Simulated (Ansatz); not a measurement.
# C2H8AlBSi: a ladder of functionals and wavefunction methods

Aim: compute C2H8AlBSi with functionals from several rungs and with coupled cluster. The yardstick is the atomisation energy at the CCSD(T) limit.

Program: Ansatz 0.2.0, Gaussian basis. Level of theory: functionals in def2-TZVPP, the program's frozen cores in correlated methods. These are calculated values, not measurements.

The runs, in order: PBE-D4, r2SCAN-D4, PBE0-D4, B3LYP-D4, ωB97X-V, ωB97M-V, B2PLYP; CCSD(T)/def2-TZVPP; MP2/def2-QZVPP; extrapolation to the limit.

### Step 1. Structure used throughout

The geometry comes from an earlier relaxation with PBE0-D4 in a triple-zeta def2 set; it is a stationary point, not always the lowest conformer.

13 atoms, charge 0, spin multiplicity 1.

Atoms are counted from 1 here; the program's logs count them from 0.

Bond lengths: C1–Si2 1.903 Å, C1–H6 1.095 Å, C1–H7 1.092 Å, C1–H8 1.092 Å, Si2–Al3 2.393 Å, Si2–B4 2.115 Å, Si2–C5 1.904 Å, Al3–H9 1.585 Å, Al3–H10 1.596 Å, B4–C5 1.528 Å, B4–H11 1.193 Å, C5–H12 1.093 Å, C5–H13 1.088 Å. Angles: Si2–C1–H6 107.9°, Si2–C1–H7 111.0°, Si2–C1–H8 113.8°, H6–C1–H7 107.5°, H6–C1–H8 107.5°, H7–C1–H8 108.9°, C1–Si2–Al3 110.9°, C1–Si2–B4 99.6°, C1–Si2–C5 107.9°, Al3–Si2–B4 61.9°, Al3–Si2–C5 99.9°, B4–Si2–C5 44.3°, Si2–Al3–H9 114.2°, Si2–Al3–H10 120.5°, H9–Al3–H10 124.2°, Si2–B4–C5 60.5°, Si2–B4–H11 161.1°, C5–B4–H11 133.4° and more.

### Step 2. PBE-D4 (GGA)

Input file in.yaml:

```yaml
crystal:
  periodic: [false, false, false]
  atoms:
    - {symbol: C, position_ang: [-1.783444, 0.665811, 0.433539]}
    - {symbol: Si, position_ang: [0.038754, 1.005026, 0.001708]}
    - {symbol: Al, position_ang: [1.499612, -0.216379, 1.450848]}
    - {symbol: B, position_ang: [0.629128, -0.939008, -0.587299]}
    - {symbol: C, position_ang: [0.418686, 0.138071, -1.649968]}
    - {symbol: H, position_ang: [-2.372878, 1.527540, 0.103136]}
    - {symbol: H, position_ang: [-1.917894, 0.569359, 1.512597]}
    - {symbol: H, position_ang: [-2.195493, -0.219704, -0.055020]}
    - {symbol: H, position_ang: [0.936420, -0.422388, 2.917540]}
    - {symbol: H, position_ang: [3.005815, -0.516573, 1.018137]}
    - {symbol: H, position_ang: [0.714940, -2.128210, -0.631124]}
    - {symbol: H, position_ang: [1.358065, 0.520390, -2.058317]}
    - {symbol: H, position_ang: [-0.311309, -0.018735, -2.441179]}
basis:
  gaussian: {orbitals: def2-TZVPP}
hamiltonian: {xc: pbe, dispersion: d4}
output: {forces: true, orbitals: {seedname: orbitals}}
```

Command:

```console
> ansatz run in.yaml --threads 4 --pin off --events-out ev --progress --plain --max-ram 10444MiB
```

Further steps of the session: r2SCAN-D4 (meta-GGA); PBE0-D4 (hybrid); B3LYP-D4 (hybrid); ωB97X-V (range-separated); ωB97M-V (range-separated); B2PLYP (double hybrid); CCSD(T) in def2-TZVPP; MP2 in def2-QZVPP.

Before running them: what should the planned runs give, taken together? Wanted: atomisation energy, CCSD(T)/CBS; farthest; mean size of error, hybrid; mean size of error, range-separated; gap, smallest and largest; T1 diagnostic; triples share of the correlation energy.

**Answer**, as computed:

```
                               quantity                                value
        atomisation energy, CCSD(T)/CBS                            45.561 eV
    functionals within 0.228 eV (0.5 %)                             B3LYP-D4
                               farthest                   PBE-D4 (+0.813 eV)
             mean size of error, hybrid                             0.242 eV
    mean size of error, range-separated                             0.281 eV
              gap, smallest and largest  2.19 eV (PBE-D4), 8.26 eV (ωB97X-V)
                          T1 diagnostic                               0.0148
triples share of the correlation energy                                4.3 %
```

PBE-D4 is off by +0.813 eV. Double hybrids carry the basis error of their MP2 part in triple zeta, and no dispersion term here, so their miss is partly the set-up's. Misses under about 0.228 eV are within the doubt on the reference itself, which lacks core-valence correlation, relativity and higher excitations. Hartree-Fock recovers 75 % of the binding; the rest is correlation. The gap grows from 2.2 to 8.3 eV across the functionals, mostly with the share of exact exchange.
